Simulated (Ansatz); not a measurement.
# ZrH₄ (triplet): from Hartree-Fock to the top rungs at a displaced geometry (v1), def2-SVP

One table from this session's results is given with a row withheld; the runs are named, their logs left out.

Program: Ansatz 0.2.0, Gaussian basis. Level of theory: def2-SVP, core rule «outside noble gas», up to 4 orbitals frozen. These are calculated values, not measurements.

To be run: UHF; CCSD(T) on ROHF; CCSD(T) on UHF; CISD as a restricted active space (open shells left free, so some higher excitations enter); CCSDT(Q) on ROHF; CCSDT(Q) on UHF.

38 further runs of the same task are left out: 18 for a known fault of the program, 6 that didn't finish, 14 set aside as unsound or not needed. Runs told in other sessions of the task aren't counted.

## The system

The geometry is a PBE0/def2-TZVP stationary point (not a proven minimum) with its atoms shifted at random (size 0.040 Å). No spin-orbit coupling is included. Elements past krypton take def2 core potentials.

5 atoms, charge 0, spin multiplicity 3.

Atoms are counted from 1 here; the program's logs count them from 0.

Bond lengths: Zr1–H2 1.952 Å, Zr1–H3 1.885 Å, Zr1–H4 1.979 Å, Zr1–H5 1.896 Å. Angles: H2–Zr1–H3 128.9°, H2–Zr1–H4 28.9°, H2–Zr1–H5 137.6°, H3–Zr1–H4 139.4°, H3–Zr1–H5 32.9°, H4–Zr1–H5 126.0°.

The first run:

The input, in.yaml:

```yaml
crystal:
  periodic: [false, false, false]
  atoms:
    - {symbol: Zr, position_ang: [0.001136, 0.028856, 0.001739]}
    - {symbol: H, position_ang: [0.462867, -0.670037, -1.761575]}
    - {symbol: H, position_ang: [0.510831, -0.610727, 1.700134]}
    - {symbol: H, position_ang: [-0.517074, -0.673541, -1.774386]}
    - {symbol: H, position_ang: [-0.559458, -0.657362, 1.678447]}
basis:
  gaussian: {orbitals: def2-SVP}
magnetization: {spin_polarized: true, initial_magnetization: 2}
hamiltonian: {xc: hf}
output: {orbitals: {seedname: orbitals}}
```

The run is started by

```sh
> ansatz run in.yaml --threads 1 --pin off --events-out ev --progress --plain --max-ram 2393MiB
```

Among the steps run: UHF; CCSD(T) on ROHF; CCSD(T) on UHF; CISD as a restricted active space (open shells left free, so some higher excitations enter); CCSDT(Q) on ROHF; CCSDT(Q) on UHF.

One table of the session follows, with a row left open; its other results are not shown here.

It belongs to the step «Misses and costs». 

| method | from RCCSDT(Q) (meV) |
| --- | --- |
| ROHF | +4406.8 |
| RMP2 | +949.4 |
| UMP2 | +1010.0 |
| RCCSD | +191.8 |
| UCCSD | +168.3 |
| RCCSD(T) | +52.0 |
| UCCSD(T) | +22.4 |
| RCCSDT | +11.8 |
| UCCSDT | ? |
| RCCSDT(Q) | 0 |
| UCCSDT(Q) | -35.4 |

Estimate the missing values for UCCSDT.

The run gave: from RCCSDT(Q) (meV): -22.3. In the column «from RCCSDT(Q) (meV)» it lies between UCCSDT(Q) (-35.4) and RCCSDT(Q) (0).

Not comparable, so not listed: CISD as a restricted active space (open shells left free, so some higher excitations enter) (they don't share determinant, frozen orbitals or solution with the rows shown, or repeat one).

Left out of the table: UHF (another determinant or state than the rows shown).

To keep in mind: The determinant of HF (⟨S²⟩ 2.53) is far from a pure spin state, so its energy mixes those of several spin states; that is harmless only where they are near-degenerate. Warnings: spin contamination; coupled cluster took another determinant than the lowest. Restricted and unrestricted rows rest on different reference determinants; a gap between their highest levels can come from leftover correlation error, from unlike frozen cores or from another state.
